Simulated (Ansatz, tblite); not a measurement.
# C₁₅H₁₄: a ladder of methods and basis sets

One table from this session's results is given with a row withheld; the runs are named, their logs left out.

Method: as each input shows; program: Ansatz 0.2.0, Gaussian basis.

Plan: GFN1-xTB, GFN2-xTB, PBE-D4/def2-TZVP, r2SCAN-D4/def2-TZVP, PBE-D4/def2-SVP, PBE0-D4/def2-SVP, HF/STO-3G, MP2/def2-SVP, RPA/def2-SVP.

3 further runs of the same task are left out: 3 that didn't finish.

### The structure

The geometry is that of the singlet, from an earlier relaxation (PBE0-D4/def2-SVP).

SMILES `CC1(C)c2ccccc2-c2ccccc21`, 29 atoms, charge 0, spin multiplicity 1.

Bond lengths: C1–C2 1.533 Å, C1–H16 1.100 Å, C1–H17 1.101 Å, C1–H18 1.101 Å, C2–C3 1.533 Å, C2–C4 1.519 Å, C2–C15 1.519 Å, C3–H19 1.100 Å, C3–H20 1.101 Å, C3–H21 1.101 Å, C4–C5 1.389 Å, C4–C9 1.406 Å, C5–C6 1.397 Å, C5–H22 1.094 Å, C6–C7 1.397 Å, C6–H23 1.093 Å, C7–C8 1.394 Å, C7–H24 1.093 Å and more. Angles: C2–C1–H16 111.0°, C2–C1–H17 110.7°, C2–C1–H18 110.7°, H16–C1–H17 108.2°, H16–C1–H18 108.2°, H17–C1–H18 107.9°, C1–C2–C3 110.6°, C1–C2–C4 111.2°, C1–C2–C15 111.1°, C3–C2–C4 111.2°, C3–C2–C15 111.2°, C4–C2–C15 101.3°, C2–C3–H19 111.0°, C2–C3–H20 110.7°, C2–C3–H21 110.7°, H19–C3–H20 108.2°, H19–C3–H21 108.2°, H20–C3–H21 107.9° and more.

PBE0-D4/def2-TZVP was run before; its log isn't repeated, and its numbers join the tables.

The first run:

Tight binding, by tblite at 300 K electronic temperature and without a spin-polarisation term:

```python
tblite.interface.Calculator('GFN1-xTB', numbers, positions, charge=0, uhf=0).singlepoint()
```

Tight binding, by tblite at 300 K electronic temperature and without a spin-polarisation term:

```python
tblite.interface.Calculator('GFN2-xTB', numbers, positions, charge=0, uhf=0).singlepoint()
```

start.molden holds the orbitals of an earlier run on this state, given as this run's starting guess.

Contents of in.yaml:

```yaml
crystal:
  periodic: [false, false, false]
  atoms:
    - {symbol: C, position_ang: [0.317313, 1.928038, 1.429486]}
    - {symbol: C, position_ang: [0.160364, 1.179469, 0.100412]}
    - {symbol: C, position_ang: [0.237839, 2.154527, -1.080439]}
    - {symbol: C, position_ang: [1.194143, 0.074721, -0.031705]}
    - {symbol: C, position_ang: [2.578428, 0.180463, -0.066774]}
    - {symbol: C, position_ang: [3.345042, -0.980771, -0.195664]}
    - {symbol: C, position_ang: [2.730468, -2.232116, -0.285947]}
    - {symbol: C, position_ang: [1.341033, -2.344021, -0.251802]}
    - {symbol: C, position_ang: [0.576695, -1.184903, -0.123502]}
    - {symbol: C, position_ang: [-0.872815, -0.993142, -0.060847]}
    - {symbol: C, position_ang: [-1.919766, -1.912785, -0.109838]}
    - {symbol: C, position_ang: [-3.230199, -1.443822, -0.026093]}
    - {symbol: C, position_ang: [-3.488950, -0.077053, 0.103385]}
    - {symbol: C, position_ang: [-2.439237, 0.844054, 0.152138]}
    - {symbol: C, position_ang: [-1.132031, 0.382334, 0.070159]}
    - {symbol: H, position_ang: [0.263303, 1.233814, 2.280889]}
    - {symbol: H, position_ang: [-0.477040, 2.681481, 1.548308]}
    - {symbol: H, position_ang: [1.286544, 2.449266, 1.470800]}
    - {symbol: H, position_ang: [0.125451, 1.623700, -2.037170]}
    - {symbol: H, position_ang: [-0.557381, 2.913282, -1.011842]}
    - {symbol: H, position_ang: [1.205900, 2.679476, -1.089270]}
    - {symbol: H, position_ang: [3.069408, 1.155052, 0.004350]}
    - {symbol: H, position_ang: [4.435145, -0.910015, -0.225084]}
    - {symbol: H, position_ang: [3.344763, -3.130260, -0.386545]}
    - {symbol: H, position_ang: [0.862545, -3.323918, -0.324098]}
    - {symbol: H, position_ang: [-1.719838, -2.982461, -0.210793]}
    - {symbol: H, position_ang: [-4.062866, -2.150546, -0.062790]}
    - {symbol: H, position_ang: [-4.521790, 0.274331, 0.166321]}
    - {symbol: H, position_ang: [-2.652501, 1.911808, 0.253956]}
basis:
  gaussian: {orbitals: def2-TZVP, initial_orbitals: start.molden}
hamiltonian: {xc: pbe, dispersion: d4}
scf: {omitted_lower_state_checks: [starts]}
output: {orbitals: {seedname: orbitals}}
```

Launch:

```sh
> ansatz run in.yaml --threads 4 --pin off --events-out ev --progress --plain --max-ram 6963MiB
```

Among the steps run: PBE-D4/def2-TZVP; r2SCAN-D4/def2-TZVP; PBE-D4/def2-SVP; PBE0-D4/def2-SVP; HF/STO-3G; MP2/def2-SVP; RPA/def2-SVP.

One of the session's tables, all rows but one given; the rest of the session is left out.

It belongs to the step «Binding energy». 

| level | binding an atom (eV) |
| --- | --- |
| HF/STO-3G | 4.448 |
| HF/def2-SVP | 3.858 |
| PBE-D4/def2-SVP | 5.319 |
| PBE-D4/def2-TZVP | 5.245 |
| r2SCAN-D4/def2-TZVP | 5.096 |
| PBE0-D4/def2-SVP | 5.231 |
| PBE0-D4/def2-TZVP | 5.153 |
| MP2/def2-SVP | ? |

**Question.** Estimate the row for MP2/def2-SVP.

As computed: binding an atom (eV): 5.013. In the column «binding an atom (eV)» it lies between HF/STO-3G (4.448) and r2SCAN-D4/def2-TZVP (5.096).

Caveats from the session: Free atoms were run apart at each level; binding is atoms less cluster, divided by the number of atoms, without zero-point or spin-orbit terms.
